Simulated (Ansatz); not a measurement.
# NbZn3: response to strain

Aim: deform NbZn3 (equal xx and yy strain of +2 %) and compute stress, forces and field gradients with LAPW, PAW and all-electron datasets made for the crystal.

Computed with Ansatz 0.2.0 (DFT PBEsol, scalar-relativistic, unless a step's input says otherwise).

## Step 1: The system as given

Symmetry: Pm-3m, No. 221, cubic system. Conventional cell: a = 3.934 Å, b = 3.934 Å, c = 3.934 Å, α = 90.00°, β = 90.00°, γ = 90.00°. Nb (site symmetry m-3m) has 12 Zn at 2.78 Å in its first shell of neighbours. Zn (site symmetry 4/mmm) is surrounded by 8 Zn at 2.78 Å and 4 Nb at 2.78 Å.

Coordinates:

```cif
data_structure
_symmetry_space_group_name_H-M 'P 1'
_symmetry_Int_Tables_number 1
_cell_length_a 3.9340
_cell_length_b 3.9340
_cell_length_c 3.9340
_cell_angle_alpha 90.000
_cell_angle_beta 90.000
_cell_angle_gamma 90.000
_cell_volume 60.88
loop_
_atom_site_label
_atom_site_type_symbol
_atom_site_fract_x
_atom_site_fract_y
_atom_site_fract_z
_atom_site_occupancy
Nb1 Nb 0.00000 0.00000 0.00000 1
Zn1 Zn 0.00000 0.50000 0.50000 1
Zn2 Zn 0.50000 0.00000 0.50000 1
Zn3 Zn 0.50000 0.50000 0.00000 1
```

Atoms are numbered in the order of the input: Nb1, Zn2, Zn3, Zn4.

## Step 2: After the deformation

Space group Pm-3m before, P4/mmm after.

## Step 3: All-electron LAPW

input.yaml reads:

```yaml
crystal:
  lattice:
    - [4.01268, 0.0, 0.0]
    - [0.0, 4.01268, 0.0]
    - [0.0, 0.0, 3.934]
  atoms:
    - { symbol: Nb, position: [0.0, 0.0, 0.0] }
    - { symbol: Zn, position: [0.0, 0.5, 0.5] }
    - { symbol: Zn, position: [0.5, 0.0, 0.5] }
    - { symbol: Zn, position: [0.5, 0.5, 0.0] }
kpoints:
  mp_grid: { grid: [10, 10, 10] }
  band_path:
    path:
      - [0.0, 0.0, 0.0]
      - [0.0, 0.5, 0.0]
      - [0.5, 0.5, 0.0]
      - [0.0, 0.0, 0.0]
      - [0.0, 0.0, 0.5]
      - [0.0, 0.5, 0.5]
      - [0.5, 0.5, 0.5]
      - [0.0, 0.0, 0.5]
      - [0.0, 0.5, 0.0]
    npoints: 5
scf:
  occupations: { method: fermi_dirac, width: 0.05 }
hamiltonian:
  xc: pbesol
  pseudopotentials: { kind: all_electron, lapw: { basis_error: 0.001 } }
output:
  forces: true
  stress: true
  eigenvalues: true
```

Started as:

```console
$ ansatz run input.yaml --threads 1 --pin off --max-ram 4096MiB --backend cpu --events-out ev --progress --plain --runs-dir out
```

## Step 4: PAW with frozen cores

input.yaml reads:

```yaml
crystal:
  lattice:
    - [4.01268, 0.0, 0.0]
    - [0.0, 4.01268, 0.0]
    - [0.0, 0.0, 3.934]
  atoms:
    - { symbol: Nb, position: [0.0, 0.0, 0.0] }
    - { symbol: Zn, position: [0.0, 0.5, 0.5] }
    - { symbol: Zn, position: [0.5, 0.0, 0.5] }
    - { symbol: Zn, position: [0.5, 0.5, 0.0] }
kpoints:
  mp_grid: { grid: [10, 10, 10] }
scf:
  occupations: { method: fermi_dirac, width: 0.05 }
hamiltonian:
  xc: pbesol
  pseudopotentials: { kind: paw }
output:
  forces: true
  stress: true
  eigenvalues: true
  efg: { contact_densities: true }
```

## Step 5: Datasets made for this crystal

Changes to input.yaml since step 4:

```diff
@@ -16,3 +16,3 @@
   xc: pbesol
-  pseudopotentials: { kind: paw }
+  pseudopotentials: { kind: all_electron, datasets: crystal }
 output:
```

(Steps that only read results are left out.)

Before running it: what results should come out? Wanted: pressure; largest shear or deviatoric stress.

**Answer**, as computed:

| quantity | value |
| --- | --- |
| pressure | LAPW -9.50, PAW -9.51, crystal datasets -9.50 GPa |
| largest shear or deviatoric stress (LAPW) | 1.33 GPa |

What this shows: The largest part of the stress beyond the pressure is 1.33 GPa in size, in the zz component; the atoms are carried along and not relaxed. No run of the undeformed cell stands beside it, so pressure and stress hold what the given cell had before the change, as far as its symmetry allows. PAW: stress within 0.01 GPa of LAPW. Crystal datasets: stress within 0.01 GPa of LAPW.
